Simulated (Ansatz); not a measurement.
# F2H4O2Si2: a ladder of functionals and wavefunction methods

Aim: compute F2H4O2Si2 with functionals from several rungs and with coupled cluster. The yardstick is the atomisation energy at the CCSD(T) limit.

Computed with Ansatz 0.2.0, Gaussian basis. Level: functionals in def2-TZVPP, the program's frozen cores in correlated methods.

Plan: PBE-D4, r2SCAN-D4, PBE0-D4, B3LYP-D4, ωB97X-V, ωB97M-V, B2PLYP; CCSD(T)/def2-TZVPP; MP2/def2-QZVPP; extrapolation to the limit.

## Step 1: The relaxed structure

All runs share one geometry, relaxed beforehand with PBE0-D4 in a triple-zeta def2 set.

10 atoms, charge 0, spin multiplicity 1.

Atoms are counted from 1 here; the program's logs count them from 0.

Bond lengths: O1–Si2 1.620 Å, O1–H7 0.959 Å, Si2–F3 1.589 Å, Si2–O4 1.627 Å, Si2–H8 1.464 Å, O4–Si5 1.621 Å, Si5–F6 1.601 Å, Si5–H9 1.476 Å, Si5–H10 1.476 Å. Angles: Si2–O1–H7 119.7°, O1–Si2–F3 110.6°, O1–Si2–O4 112.0°, O1–Si2–H8 108.3°, F3–Si2–O4 106.6°, F3–Si2–H8 108.7°, O4–Si2–H8 110.5°, Si2–O4–Si5 144.4°, O4–Si5–F6 107.9°, O4–Si5–H9 109.9°, O4–Si5–H10 110.2°, F6–Si5–H9 107.7°, F6–Si5–H10 107.7°, H9–Si5–H10 113.3°.

Geometry (Å):

```
O    -1.53602   -1.21344   -0.73457
Si   -0.54799   -1.23156    0.54913
F     0.57823   -2.33856    0.37306
O     0.22190    0.18776    0.74570
Si    0.80666    1.48797   -0.02580
F     0.43294    1.34860   -1.57613
H    -1.22308   -0.86106   -1.57011
H    -1.34150   -1.55335    1.73707
H     0.15541    2.70994    0.48565
H     2.27855    1.52429    0.07931
```

## Step 2: PBE-D4 (GGA)

The input, in.yaml:

```yaml
crystal:
  periodic: [false, false, false]
  atoms:
    - {symbol: O, position_ang: [-1.536017, -1.213443, -0.734571]}
    - {symbol: Si, position_ang: [-0.547992, -1.231559, 0.549132]}
    - {symbol: F, position_ang: [0.578232, -2.338560, 0.373055]}
    - {symbol: O, position_ang: [0.221897, 0.187763, 0.745699]}
    - {symbol: Si, position_ang: [0.806658, 1.487973, -0.025802]}
    - {symbol: F, position_ang: [0.432938, 1.348598, -1.576134]}
    - {symbol: H, position_ang: [-1.223081, -0.861058, -1.570112]}
    - {symbol: H, position_ang: [-1.341503, -1.553349, 1.737067]}
    - {symbol: H, position_ang: [0.155414, 2.709938, 0.485652]}
    - {symbol: H, position_ang: [2.278553, 1.524295, 0.079314]}
basis:
  gaussian: {orbitals: def2-TZVPP}
hamiltonian: {xc: pbe, dispersion: d4}
output: {forces: true, orbitals: {seedname: orbitals}}
```

Run with:

```bash
> ansatz run in.yaml --threads 4 --pin off --events-out ev --progress --plain --max-ram 10444MiB
```

The log of the run (excerpt; [...] marks lines left out):

```text
Functional definition: PBE
  name "PBE"
  cite "Perdew, Burke & Ernzerhof, Phys. Rev. Lett. 77, 3865 (1996) doi:10.1103/PhysRevLett.77.3865"
  parent pbe
[...]
1426 factors; their error is unknown
[...]
mean field -25342.99837483 eV, -931.3380121737 hartree, gradient 5.9e-5 eV, S^2 0.000000; 0 other end points of the search recorded, 0 dependent functions left out
[...]
reference -25342.99841926 eV, -931.3380138065 hartree; 33, 33 occupied and 231, 231 virtual orbitals, 1426 factors
Total energy: -25343.23017103 eV, -931.3465305268 hartree
Atom 0 at    -1.536017    -1.213443    -0.734571 Å, force    -0.527321    -0.167229    -0.049241 eV/Å
Atom 1 at    -0.547992    -1.231559     0.549132 Å, force    -0.238336    -0.002501     0.239304 eV/Å
Atom 2 at     0.578232    -2.338560     0.373055 Å, force     0.474097    -0.485917    -0.044614 eV/Å
Atom 3 at     0.221897     0.187763     0.745699 Å, force     0.077270     0.083065     0.391150 eV/Å
Atom 4 at     0.806658     1.487973    -0.025802 Å, force     0.217170     0.305441     0.236319 eV/Å
Atom 5 at     0.432938     1.348598    -1.576134 Å, force    -0.130916    -0.021677    -0.624702 eV/Å
Atom 6 at    -1.223081    -0.861058    -1.570112 Å, force     0.133098     0.162325    -0.380445 eV/Å
Atom 7 at    -1.341503    -1.553349     1.737067 Å, force    -0.111629    -0.031877     0.138545 eV/Å
Atom 8 at     0.155414     2.709938     0.485652 Å, force    -0.078477     0.152510     0.072162 eV/Å
Atom 9 at     2.278553     1.524295     0.079314 Å, force     0.185043     0.005861     0.021522 eV/Å
Dipole moment:     0.037455     0.290052     0.012540 e Å
```

Run time: 1.4 s. Hardware: 4 threads of Intel Xeon 6975P-C, shared host; peak memory 0.39 GiB.

Atomisation energy: 42.033 eV (free atoms -25301.197 eV, run apart). HOMO -7.85 eV, LUMO -0.58 eV.

## Step 3: r2SCAN-D4 (meta-GGA)

Changes to in.yaml since step 2:

```diff
@@ -15,3 +15,3 @@
   gaussian: {orbitals: def2-TZVPP}
-hamiltonian: {xc: pbe, dispersion: d4}
+hamiltonian: {xc: r2scan, dispersion: d4}
 output: {forces: true, orbitals: {seedname: orbitals}}
```

The command is unchanged.

The log of the run (excerpt; [...] marks lines left out):

```text
Functional definition: r2SCAN
  name "r2SCAN"
  cite "Furness, Kaplan, Ning, Perdew & Sun, J. Phys. Chem. Lett. 11, 8208 (2020) doi:10.1021/acs.jpclett.0c02405"
  cite "Furness, Kaplan, Ning, Perdew & Sun, J. Phys. Chem. Lett. 11, 9248 (2020) doi:10.1021/acs.jpclett.0c03077"
  parent r2scan
[...]
1426 factors; their error is unknown
[...]
mean field -25355.48434662 eV, -931.7968631735 hartree, gradient 2.1e-5 eV, S^2 0.000000; 0 other end points of the search recorded, 0 dependent functions left out
[...]
reference -25355.48435923 eV, -931.7968636371 hartree; 33, 33 occupied and 231, 231 virtual orbitals, 1426 factors
Total energy: -25355.54119501 eV, -931.7989523134 hartree
Atom 0 at    -1.536017    -1.213443    -0.734571 Å, force    -0.050069    -0.010727    -0.023588 eV/Å
Atom 1 at    -0.547992    -1.231559     0.549132 Å, force    -0.029524     0.000393     0.053862 eV/Å
Atom 2 at     0.578232    -2.338560     0.373055 Å, force     0.037839    -0.043363     0.001664 eV/Å
Atom 3 at     0.221897     0.187763     0.745699 Å, force     0.020546     0.021054     0.046725 eV/Å
Atom 4 at     0.806658     1.487973    -0.025802 Å, force     0.021779     0.034566     0.027563 eV/Å
Atom 5 at     0.432938     1.348598    -1.576134 Å, force    -0.012030    -0.005804    -0.038789 eV/Å
Atom 6 at    -1.223081    -0.861058    -1.570112 Å, force     0.003945     0.008676    -0.018109 eV/Å
Atom 7 at    -1.341503    -1.553349     1.737067 Å, force     0.016350     0.008655    -0.040002 eV/Å
Atom 8 at     0.155414     2.709938     0.485652 Å, force     0.023523    -0.021634    -0.010087 eV/Å
Atom 9 at     2.278553     1.524295     0.079314 Å, force    -0.032359     0.008185     0.000762 eV/Å
Dipole moment:     0.041343     0.297931     0.015417 e Å
```

Run time: 2.5 s. Hardware: 4 threads of Intel Xeon 6975P-C, shared host; peak memory 0.41 GiB.

Atomisation energy: 42.020 eV (free atoms -25313.521 eV, run apart). HOMO -8.24 eV, LUMO -0.08 eV.

## Step 4: PBE0-D4 (hybrid)

Changes to in.yaml since step 3:

```diff
@@ -15,3 +15,3 @@
   gaussian: {orbitals: def2-TZVPP}
-hamiltonian: {xc: r2scan, dispersion: d4}
-output: {forces: true, orbitals: {seedname: orbitals}}
+hamiltonian: {xc: pbe0, dispersion: d4}
+output: {orbitals: {seedname: orbitals}}
```

The command is unchanged.

The log of the run:

```text
Functional definition: PBE0
  name "PBE0"
  cite "Adamo & Barone, J. Chem. Phys. 110, 6158 (1999) doi:10.1063/1.478522"
  cite "Perdew, Burke & Ernzerhof, Phys. Rev. Lett. 77, 3865 (1996) doi:10.1103/PhysRevLett.77.3865"
  parent pbe
  parameter a = 0.25
  parameter kappa = 0.804
  parameter beta = 0.06672455060314922
  exchange = (1 - a)*pbe_x(kappa = kappa, mu = beta*pi^2/3) + a*exact_x
  correlation = pbe_c(beta = beta)
1432 factors; their error is unknown
mean field evaluation 1: about -25335.4607 eV, gradient 8.0e1 eV
mean field evaluation 2: about -25323.3941 eV, gradient 1.2e2 eV
mean field evaluation 4: about -25344.5762 eV, gradient 5.2e0 eV
mean field evaluation 8: about -25344.6128 eV, gradient 7.6e-2 eV
mean field evaluation 16: about -25344.6768 eV, gradient 2.2e-5 eV
mean field -25344.67677818 eV, -931.3996923591 hartree, gradient 2.2e-5 eV, S^2 0.000000; 0 other end points of the search recorded, 0 dependent functions left out
reference -25344.67681118 eV, -931.3996935720 hartree; 33, 33 occupied and 231, 231 virtual orbitals, 1432 factors
Total energy: -25344.87360046 eV, -931.4069254445 hartree
```

Run time: 1.9 s. Hardware: 4 threads of Intel Xeon 6975P-C, shared host; peak memory 0.75 GiB.

Atomisation energy: 41.206 eV (free atoms -25303.668 eV, run apart). HOMO -9.39 eV, LUMO 0.31 eV.

## Step 5: B3LYP-D4 (hybrid)

B3LYP here takes the VWN-RPA correlation.

Changes to in.yaml since step 4:

```diff
@@ -15,3 +15,3 @@
   gaussian: {orbitals: def2-TZVPP}
-hamiltonian: {xc: pbe0, dispersion: d4}
-output: {orbitals: {seedname: orbitals}}
+hamiltonian: {xc: {name: B3LYP}, dispersion: d4}
+output: {forces: true, orbitals: {seedname: orbitals}}
```

Same command.

The log of the run (excerpt; [...] marks lines left out):

```text
Functional definition: B3LYP
  name "B3LYP"
  cite "Stephens, Devlin, Chabalowski & Frisch, J. Phys. Chem. 98, 11623 (1994) doi:10.1021/j100096a001"
  cite "Becke, Phys. Rev. A 38, 3098 (1988) doi:10.1103/PhysRevA.38.3098"
  cite "Lee, Yang & Parr, Phys. Rev. B 37, 785 (1988) doi:10.1103/PhysRevB.37.785"
  cite "Vosko, Wilk & Nusair, Can. J. Phys. 58, 1200 (1980) doi:10.1139/p80-159"
[...]
1432 factors; their error is unknown
[...]
mean field -25362.21894303 eV, -932.0443550270 hartree, gradient 3.9e-5 eV, S^2 0.000000; 0 other end points of the search recorded, 0 dependent functions left out
[...]
reference -25362.21921978 eV, -932.0443651975 hartree; 33, 33 occupied and 231, 231 virtual orbitals, 1432 factors
Total energy: -25362.59361689 eV, -932.0581240374 hartree
Atom 0 at    -1.536017    -1.213443    -0.734571 Å, force    -0.066904     0.011272    -0.114790 eV/Å
Atom 1 at    -0.547992    -1.231559     0.549132 Å, force    -0.182419    -0.048877     0.276268 eV/Å
Atom 2 at     0.578232    -2.338560     0.373055 Å, force     0.152910    -0.159098    -0.023549 eV/Å
Atom 3 at     0.221897     0.187763     0.745699 Å, force     0.005748     0.015815     0.051522 eV/Å
Atom 4 at     0.806658     1.487973    -0.025802 Å, force     0.169530     0.242996     0.176988 eV/Å
Atom 5 at     0.432938     1.348598    -1.576134 Å, force    -0.045945    -0.017648    -0.196384 eV/Å
Atom 6 at    -1.223081    -0.861058    -1.570112 Å, force    -0.035072     0.003180    -0.053388 eV/Å
Atom 7 at    -1.341503    -1.553349     1.737067 Å, force     0.047906     0.019038    -0.078151 eV/Å
Atom 8 at     0.155414     2.709938     0.485652 Å, force     0.048735    -0.073218    -0.032941 eV/Å
Atom 9 at     2.278553     1.524295     0.079314 Å, force    -0.094488     0.006541    -0.005575 eV/Å
Dipole moment:     0.044248     0.311702     0.031307 e Å
```

Run time: 2.9 s. Hardware: 4 threads of Intel Xeon 6975P-C, shared host; peak memory 0.82 GiB.

Atomisation energy: 41.701 eV (free atoms -25320.892 eV, run apart). HOMO -9.18 eV, LUMO 0.03 eV.

## Step 6: ωB97X-V (range-separated)

Changes to in.yaml since step 5:

```diff
@@ -15,3 +15,3 @@
   gaussian: {orbitals: def2-TZVPP}
-hamiltonian: {xc: {name: B3LYP}, dispersion: d4}
-output: {forces: true, orbitals: {seedname: orbitals}}
+hamiltonian: {xc: {name: wB97X-V}}
+output: {orbitals: {seedname: orbitals}}
```

Same command.

The log of the run (excerpt; [...] marks lines left out):

```text
Functional definition: wB97X-V
  name "wB97X-V"
  cite "Mardirossian & Head-Gordon, Phys. Chem. Chem. Phys. 16, 9904 (2014) doi:10.1039/C3CP54374A"
  cite "Becke, J. Chem. Phys. 107, 8554 (1997) doi:10.1063/1.475007"
  cite "Vydrov & Van Voorhis, J. Chem. Phys. 133, 244103 (2010) doi:10.1063/1.3521275"
[...]
      + integral(e_c_pw_opposite_spin*poly(b97_u_opposite, cos0, cos1)) + vv10(b, c)
1432 factors; their error is unknown
296 factors; integrals over basis functions are off by at most 9.2e-6 eV
[...]
mean field -25355.31867338 eV, -931.7907747943 hartree, gradient 2.8e-5 eV, S^2 0.000000; 0 other end points of the search recorded, 0 dependent functions left out
reference -25355.31867126 eV, -931.7907747166 hartree; 33, 33 occupied and 231, 231 virtual orbitals, 1432 factors
Total energy: -25355.31867126 eV, -931.7907747166 hartree
```

It took 3.9 s on 4 threads of Intel Xeon 6975P-C, shared host; peak memory 0.91 GiB.

With the free atoms at this level, -25313.176 eV in sum, the atomisation energy is 42.143 eV. HOMO -11.86 eV, LUMO 2.33 eV.

## Step 7: ωB97M-V (range-separated)

Changes to in.yaml since step 6:

```diff
@@ -15,3 +15,3 @@
   gaussian: {orbitals: def2-TZVPP}
-hamiltonian: {xc: {name: wB97X-V}}
-output: {orbitals: {seedname: orbitals}}
+hamiltonian: {xc: {name: wB97M-V}}
+output: {forces: true, orbitals: {seedname: orbitals}}
```

Launched as before.

The log of the run (excerpt; [...] marks lines left out):

```text
Functional definition: wB97M-V
  name "wB97M-V"
  cite "Mardirossian & Head-Gordon, J. Chem. Phys. 144, 214110 (2016) doi:10.1063/1.4952647"
  cite "Becke, J. Chem. Phys. 107, 8554 (1997) doi:10.1063/1.475007"
  cite "Vydrov & Van Voorhis, J. Chem. Phys. 133, 244103 (2010) doi:10.1063/1.3521275"
  # Of w^i u^j: cxij and so on, Table III.
[...]
  gx(w, u) = 1 - cx + cx01*u + cx10*w
  gss(w, u) = css00 + css04*u^4 + css10*w + css20*w^2 + css43*w^4*u^3
  gos(w, u) = cos00 + cos10*w + (cos20 + cos21*u)*w^2 + (cos60 + cos61*u)*w^6
[...]
      + integral(e_c_pw_mod_opposite_spin*gos(b97_w_opposite, b97_u_opposite)) + vv10(b, c)
1432 factors; their error is unknown
296 factors; integrals over basis functions are off by at most 9.2e-6 eV
[...]
Atom 0 at    -1.536017    -1.213443    -0.734571 Å, force    -0.040705     0.027427    -0.121912 eV/Å
Atom 1 at    -0.547992    -1.231559     0.549132 Å, force    -0.183773    -0.038467     0.276073 eV/Å
Atom 2 at     0.578232    -2.338560     0.373055 Å, force     0.104627    -0.101731    -0.021227 eV/Å
Atom 3 at     0.221897     0.187763     0.745699 Å, force     0.011004     0.014138     0.050051 eV/Å
Atom 4 at     0.806658     1.487973    -0.025802 Å, force     0.171784     0.247713     0.172035 eV/Å
Atom 5 at     0.432938     1.348598    -1.576134 Å, force    -0.037946    -0.023228    -0.130033 eV/Å
Atom 6 at    -1.223081    -0.861058    -1.570112 Å, force    -0.021470    -0.010237     0.011512 eV/Å
Atom 7 at    -1.341503    -1.553349     1.737067 Å, force     0.100294     0.040321    -0.154403 eV/Å
Atom 8 at     0.155414     2.709938     0.485652 Å, force     0.085426    -0.154078    -0.067227 eV/Å
Atom 9 at     2.278553     1.524295     0.079314 Å, force    -0.189240    -0.001857    -0.014870 eV/Å
Dipole moment:     0.045882     0.307822     0.020609 e Å
```

Wall time 6 s (4 threads of Intel Xeon 6975P-C, shared host); peak memory 1 GiB.

Atomisation energy: 42.117 eV (free atoms -25315.469 eV, run apart). HOMO -11.70 eV, LUMO 1.95 eV.

## Step 8: B2PLYP (double hybrid)

Changes to in.yaml since step 7:

```diff
@@ -15,3 +15,2 @@
   gaussian: {orbitals: def2-TZVPP}
-hamiltonian: {xc: {name: wB97M-V}}
-output: {forces: true, orbitals: {seedname: orbitals}}
+hamiltonian: {xc: {name: B2PLYP}}
```

Same command.

The log of the run (excerpt; [...] marks lines left out):

```text
Functional definition: B2PLYP
  name "B2PLYP"
  cite "Grimme, J. Chem. Phys. 124, 034108 (2006) doi:10.1063/1.2148954"
  cite "Becke, Phys. Rev. A 38, 3098 (1988) doi:10.1103/PhysRevA.38.3098"
  cite "Lee, Yang & Parr, Phys. Rev. B 37, 785 (1988) doi:10.1103/PhysRevB.37.785"
[...]
1611 factors; integrals over basis functions are off by at most 9.4e-4 eV
[...]
mean field -25338.77819222 eV, -931.1829233235 hartree, gradient 8.0e-6 eV, S^2 0.000000; 0 other end points of the search recorded, 0 dependent functions left out
14 core orbitals not correlated: weight in the atoms' cores, before any rotation towards them, 1.000 or more for the frozen orbitals, at most 0.000 for the correlated occupied ones
reference -25338.77836650 eV, -931.1829297279 hartree; 19, 19 occupied and 231, 231 virtual orbitals, 1611 factors
second order -39.04461473 eV of doubles, -0.00000000 eV of singles
Total energy: -25349.32041247 eV, -931.5703427719 hartree
```

Run time: 3.2 s. Hardware: 4 threads of Intel Xeon 6975P-C, shared host; peak memory 0.74 GiB.

With the free atoms at this level, -25307.733 eV in sum, the atomisation energy is 41.587 eV.

## Step 9: Orbital energies across the functionals

Dipoles come from the runs that computed forces. Levels, from each run's orbital file:

```tsv
functional	HOMO (eV)	LUMO (eV)	gap (eV)	dipole (D)
PBE-D4	-7.85	-0.58	7.27	1.41
r2SCAN-D4	-8.24	-0.08	8.17	1.45
PBE0-D4	-9.39	0.31	9.70	
B3LYP-D4	-9.18	0.03	9.22	1.52
ωB97X-V	-11.86	2.33	14.19	
ωB97M-V	-11.70	1.95	13.66	1.50
```

## Step 10: CCSD(T) in def2-TZVPP

Changes to in.yaml since step 8:

```diff
@@ -15,2 +15,2 @@
   gaussian: {orbitals: def2-TZVPP}
-hamiltonian: {xc: {name: B2PLYP}}
+correlation: {method: ccsd_t}
```

Launched as before.

The log of the run (excerpt; [...] marks lines left out):

```text
Functional definition: HF
  name "HF"
  cite "Fock, Z. Phys. 61, 126 (1930) doi:10.1007/BF01340294"
  parent pbe
[...]
1611 factors; integrals over basis functions are off by at most 9.4e-4 eV
[...]
mean field -25287.56047765 eV, -929.3007070296 hartree, gradient 3.0e-6 eV, S^2 0.000000; 0 other end points of the search recorded, 0 dependent functions left out
14 core orbitals not correlated: weight in the atoms' cores, before any rotation towards them, 1.000 or more for the frozen orbitals, at most 0.000 for the correlated occupied ones
reference -25287.56047765 eV, -929.3007070296 hartree; 19, 19 occupied and 231, 231 virtual orbitals, 1611 factors
second order -32.74543746 eV of doubles, -0.00000000 eV of singles
cycle   1  -32.57593809 eV  change    1.7e-1 eV  update   1.2e-1
[...]
cycle   9  -33.40275023 eV  change   -1.6e-6 eV  update   1.3e-5
perturbative correction -1.03914839 eV, -0.0381879991 hartree
Total energy: -25322.00237628 eV, -930.5664234587 hartree
```

It took 61 s on 4 threads of Intel Xeon 6975P-C, shared host; peak memory 7.2 GiB.

## Step 11: MP2 in def2-QZVPP

Changes to in.yaml since step 10:

```diff
@@ -14,3 +14,3 @@
 basis:
-  gaussian: {orbitals: def2-TZVPP}
-correlation: {method: ccsd_t}
+  gaussian: {orbitals: "def2-QZVPP.json"}
+correlation: {method: mp2}
```

Same command.

The log of the run:

```text
Functional definition: HF
  name "HF"
  cite "Fock, Z. Phys. 61, 126 (1930) doi:10.1007/BF01340294"
  parent pbe
  exchange = exact_x
  correlation = 0
2961 factors; integrals over basis functions are off by at most 1.0e-3 eV
mean field evaluation 1: about -25282.7500 eV, gradient 5.8e1 eV
mean field evaluation 2: about -25282.9036 eV, gradient 5.8e1 eV
mean field evaluation 4: about -25288.5182 eV, gradient 3.2e0 eV
mean field evaluation 8: about -25288.5675 eV, gradient 2.3e-1 eV
mean field -25288.56765487 eV, -929.3377201098 hartree, gradient 2.0e-6 eV, S^2 0.000000; 0 other end points of the search recorded, 0 dependent functions left out
14 core orbitals not correlated: weight in the atoms' cores, before any rotation towards them, 1.000 or more for the frozen orbitals, at most 0.000 for the correlated occupied ones
reference -25288.56765487 eV, -929.3377201098 hartree; 19, 19 occupied and 455, 455 virtual orbitals, 2961 factors
second order -35.67253552 eV of doubles, -0.00000000 eV of singles
Total energy: -25324.24019040 eV, -930.6486616105 hartree
```

It took 13 s on 4 threads of Intel Xeon 6975P-C, shared host; peak memory 3 GiB.

Energy pieces by basis (eV):

```tsv
basis	HF	MP2 correlation	CCSD correlation	(T)	total
def2-TZVPP	-25287.5605	-32.7454	-33.4028	-1.0391	-25322.0024
def2-QZVPP	-25288.5677	-35.6725			-25324.2402 (MP2)
```

The report of the def2-TZVPP run gives T1 = 0.0117.

## Step 12: Extrapolating to the complete basis

No new run: Hartree-Fock is extrapolated as exp(−7.88√X) and correlation as X^−2.97, with X = 3 and 4; only MP2 was run in the larger set, so CCSD(T) minus MP2 is added from the smaller one.

```tsv
level	energy at the limit (eV)
HF	-25288.7064
MP2	-25326.5471
CCSD	-25327.2044
CCSD(T)	-25328.2436
```

## Step 13: Atomisation energies

Free atoms (2 O, 2 Si, 2 F, 4 H) were run apart at each level; the atomisation energy is their sum less the molecule, without zero-point or spin-orbit terms.

Differences are taken before rounding.

```tsv
method	rung	atomisation energy (eV)	from CCSD(T)/CBS (eV)	time
PBE-D4	GGA	42.033	-0.354	1.4 s
r2SCAN-D4	meta-GGA	42.020	-0.367	2.5 s
PBE0-D4	hybrid	41.206	-1.182	1.9 s
B3LYP-D4	hybrid	41.701	-0.686	2.9 s
ωB97X-V	range-separated	42.143	-0.244	3.9 s
ωB97M-V	range-separated	42.117	-0.271	6 s
B2PLYP	double hybrid	41.587	-0.800	3.2 s
HF/def2-TZVPP	wavefunction	31.155	-11.232	
MP2/def2-TZVPP	wavefunction	42.377	-0.010	
CCSD/def2-TZVPP	wavefunction	40.478	-1.910	
CCSD(T)/def2-TZVPP	wavefunction	41.040	-1.348	61 s
MP2/CBS	wavefunction	43.724	+1.337	
CCSD(T)/CBS	wavefunction	42.387	0	73 s
```

Among the levels timed on like hardware and quicker than the yardstick, those that no quicker one beats, quickest first: PBE-D4 (1.4 s, -0.354 eV); ωB97X-V (3.9 s, -0.244 eV).

B2PLYP carry no dispersion term (for B3LYP, D4 adds 0.374 eV).

Times are those of the molecule's run; HF, MP2 and CCSD come out of the CCSD(T) runs, and the limit's time is the sum of the runs that it needs.

## Step 14: Outcome

| quantity | value |
| --- | --- |
| atomisation energy, CCSD(T)/CBS | 42.387 eV |
| functionals within 0.212 eV (0.5 %) | none; nearest ωB97X-V (-0.244 eV) |
| farthest | PBE0-D4 (-1.182 eV) |
| mean size of error, hybrid | 0.934 eV |
| mean size of error, range-separated | 0.258 eV |
| gap, smallest and largest | 7.27 eV (PBE-D4), 14.19 eV (ωB97X-V) |
| T1 diagnostic | 0.0117 |
| triples share of the correlation energy | 3.0 % |

What this shows: PBE-D4 misses by -0.354 eV. Double hybrids carry the basis error of their MP2 part in triple zeta, and no dispersion term here, so their miss is partly the set-up's. The reference freezes the cores and leaves out relativity and excitations past (T), so misses under about 0.212 eV can't be ranked. Hartree-Fock recovers 74 % of the binding; the rest is correlation. The gap grows from 7.3 to 14.2 eV across the functionals, mostly with the share of exact exchange.

ωB97X-V reaches 0.244 eV from the reference in 3.9 s, where CCSD(T)/CBS took 73 s; the quickest level in the cost chart, PBE-D4, takes 1.4 s and misses by 0.354 eV.
